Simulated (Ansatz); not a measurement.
## Te, space group Imma: a convergence test of the k-point mesh, step by step

Computed with Ansatz 0.2.0, Python API.

Typed at the interpreter:
```pycon
>>> import warnings
>>> import ansatz as az
>>> import numpy as np
>>> XC = "pbesol"
>>> SMEARING = "Gaussian"
>>> SMEARING_WIDTH = 0.1
>>> SCF_TOL = 1e-10
>>> warnings.simplefilter("ignore", az.DeckWarning)
>>> vectors = np.array([
...     [-2.95779, 3.87597, 1.53515],
...     [2.95779, -3.87597, 1.53515],
...     [2.95779, 3.87597, -1.53515],
... ])
>>> xtal = (
...     az.Lattice.of(vectors)
...     .atom("Te", [0.99907, 0.24907, 0.75])
...     .atom("Te", [0.00093, 0.75093, 0.25])
... )
>>> calc = xtal.calculation()
>>> calc = calc.functional(XC).pseudopotentials("paw")
>>> calc = calc.basis(35 * az.Ry)
>>> calc = calc.occupations(SMEARING, width=SMEARING_WIDTH)
>>> calc = calc.scf(tolerance=SCF_TOL)
>>> rows = []
>>> for value in [(3, 3, 3), (4, 4, 4), (5, 5, 5), (7, 7, 7), (8, 8, 8), (10, 10, 10)]:
...     data = calc.kpoints(*value).run(threads=1).report
...     rows.append((value, data["free_energy_ev"] / len(data["lattice"]["sites"]), data["n_iterations"], data["n_kpoints"]))
...
>>> print("        mesh   F/atom (eV)    iterations      k-points")
        mesh   F/atom (eV)    iterations      k-points
>>> for row in rows:
...     print(f"{str(row[0]):>12s}  {row[1]:12.5f}  {row[2]:12d}  {row[3]:12d}")
...
   (3, 3, 3)   -6901.64427             9             8
   (4, 4, 4)   -6901.27618             9            18
   (5, 5, 5)   -6901.25839             8            27
   (7, 7, 7)   -6901.34848             8            64
   (8, 8, 8)   -6901.33569             8            95
(10, 10, 10)   -6901.34874             8           171
>>> # the last row is the reference
>>> for row in rows[:-1]:
...     shift = 1000 * (row[1] - rows[-1][1])
...     print(f"{row[0]}: {shift:+.2f} meV/atom" + ("  (within 5 meV)" if abs(shift) < 5 else ""))
...
(3, 3, 3): -295.53 meV/atom
(4, 4, 4): +72.57 meV/atom
(5, 5, 5): +90.35 meV/atom
(7, 7, 7): +0.26 meV/atom  (within 5 meV)
(8, 8, 8): +13.05 meV/atom
```

Caveats:
- A row within the bound is followed by one outside it, so the series isn't shown to be converged.
- This isn't the structure that Te takes at ambient conditions.
- Shifts are counted from the finest mesh, which is itself no proven limit.
- Run time: 28 s on 1 thread of Arm Neoverse V2 (shared host), peak memory 0.55 GiB.
